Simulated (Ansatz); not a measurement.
# H: the cost of one run

All numbers below are computed with Ansatz 0.2.0 (DFT PBE+D3(BJ), plane waves, PAW, scalar-relativistic, no spin polarisation).

### Step 1. Starting point

The cell holds 24 atoms (H24): a = 6.604 Å, b = 6.604 Å, c = 6.604 Å, α = 90.00°, β = 90.00°, γ = 90.00°.

The coordinates stand in the first input below.

### Step 2. Preparing the start

Input file input.yaml:

```yaml
accuracy: low
crystal:
  lattice:
    - [6.603854, 0.0, 0.0]
    - [0.0, 6.603854, 0.0]
    - [0.0, 0.0, 6.603854]
  atoms:
    - { symbol: H, position: [0.1582698, 0.9395404, 0.4408059] }
    - { symbol: H, position: [0.1946937, 1.0414403, 0.4681958] }
    - { symbol: H, position: [0.874807, 0.5333457, 0.1613405] }
    - { symbol: H, position: [0.9479657, 0.4492537, 0.15527] }
    - { symbol: H, position: [0.2025278, 0.9819304, 0.1545748] }
    - { symbol: H, position: [0.1478854, 0.9057568, 0.0939753] }
    - { symbol: H, position: [0.6339612, 0.3475574, 0.4566681] }
    - { symbol: H, position: [0.5595409, 0.2650398, 0.4460401] }
    - { symbol: H, position: [0.7779543, 0.8907679, 0.9447392] }
    - { symbol: H, position: [0.7416556, 0.8091313, 0.8778186] }
    - { symbol: H, position: [0.3929736, 0.3339091, 0.8185344] }
    - { symbol: H, position: [0.4015882, 0.2265026, 0.8476912] }
    - { symbol: H, position: [0.00544, -0.0427758, 0.7739693] }
    - { symbol: H, position: [0.0086069, 0.0648633, 0.7445706] }
    - { symbol: H, position: [0.3056943, 0.5384693, 0.2891576] }
    - { symbol: H, position: [0.3180388, 0.5316035, 0.1784283] }
    - { symbol: H, position: [0.5524757, 0.3578764, 0.068263] }
    - { symbol: H, position: [0.5991339, 0.2597438, 0.0426991] }
    - { symbol: H, position: [0.7924977, 0.8947761, 0.556543] }
    - { symbol: H, position: [0.8350211, 0.9446182, 0.4661659] }
    - { symbol: H, position: [0.2034002, 0.5498447, 0.7503622] }
    - { symbol: H, position: [0.286225, 0.6051912, 0.8007341] }
    - { symbol: H, position: [0.4563633, 0.7994744, 0.2740332] }
    - { symbol: H, position: [0.5155865, 0.7673654, 0.1850268] }
basis:
  ecutwfc: 420.0
kpoints:
  mp_grid: { grid: [1, 1, 1] }
hamiltonian:
  xc: pbe
  dispersion: d3bj
scf:
  occupations: { method: fermi_dirac, width: 0.05 }
  lower_state_search: "off"
relax:
  f_tol: 0.3
  max_steps: 15
  adjacent_minimum: "off"
output:
  write_density: true
  write_potential: true
  elf: true
  volumetric_format: npy
```

Run with:

```console
$ ansatz run input.yaml --threads 1 --pin off --max-ram 3072MiB --backend cpu --events-out ev --progress --plain --runs-dir out
```

Q: Estimate wall time and peak memory on 1 thread of Intel Xeon Platinum 8259CL at 2.50GHz (Skylake/Cascade Lake), shared host.

About 4.6 s, with a peak of 0.38 GiB.
